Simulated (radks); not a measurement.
# Ionisation of W: one atom, several choices of relativity

The task here is to estimate one member of a computed series from the others.

Program: radks (a radial shooting solver on a logarithmic mesh, Libxc functionals) version 1. Level of theory: Kohn-Sham, PBE, spin-unpolarised, spherical densities. These are calculated values, not measurements, unless marked.

**The atom as given**

* element: tungsten (Z = 74)
* charge: 0
* electrons: 74
* configuration: [Xe] 4f14 5d4 6s2
* ion: W⁺, [Xe] 4f14 5d4 6s1
* choices: non-relativistic; scalar-relativistic; Dirac, 2j+1 shares; Dirac, low j first; scalar-relativistic, finite nucleus; Dirac, 2j+1 shares, finite nucleus; Dirac, c × 1.5; Dirac, c × 3; Dirac, c × 1.25

The first run:

Input:

```text
Z 74
configuration [Xe] 4f14 5d4 6s2 6p0 7s0
relativity non-relativistic
functional pbe,pbe
spin unpolarised
nucleus point
```

Among the steps run: non-relativistic: W.

One table of the session follows, with a row left open; its other results are not shown here.

Radial moments (bohr):

| level | <r> | outermost maximum (interpolated) | 90 % within | nodes |
| --- | --- | --- | --- | --- |
| 4p | 0.4970 | 0.458 | 0.721 | 2 |
| 4d | 0.5137 | 0.455 | 0.769 | 1 |
| 5s | 1.170 | 1.05 | 1.68 | 4 |
| 4f | 0.5889 | 0.422 | 0.969 | 0 |
| 5p | 1.296 | 1.13 | 1.89 | 3 |
| 5d | 1.977 | 1.46 | 3.16 | 2 |
| 6s | 3.525 | 2.95 | 5.25 | 5 |
| 6p | ? | ? | ? | ? |

Q: Estimate the row for 6p from the others.

**Answer.** <r>: 4.911; outermost maximum (interpolated): 3.86; 90 % within: 7.58; nodes: 4. In the column «<r>» it is the highest.

Limits of these values: Runs with a scaled speed of light are not ranked. Spin polarisation and multiplet splitting of open shells are left out at every level.
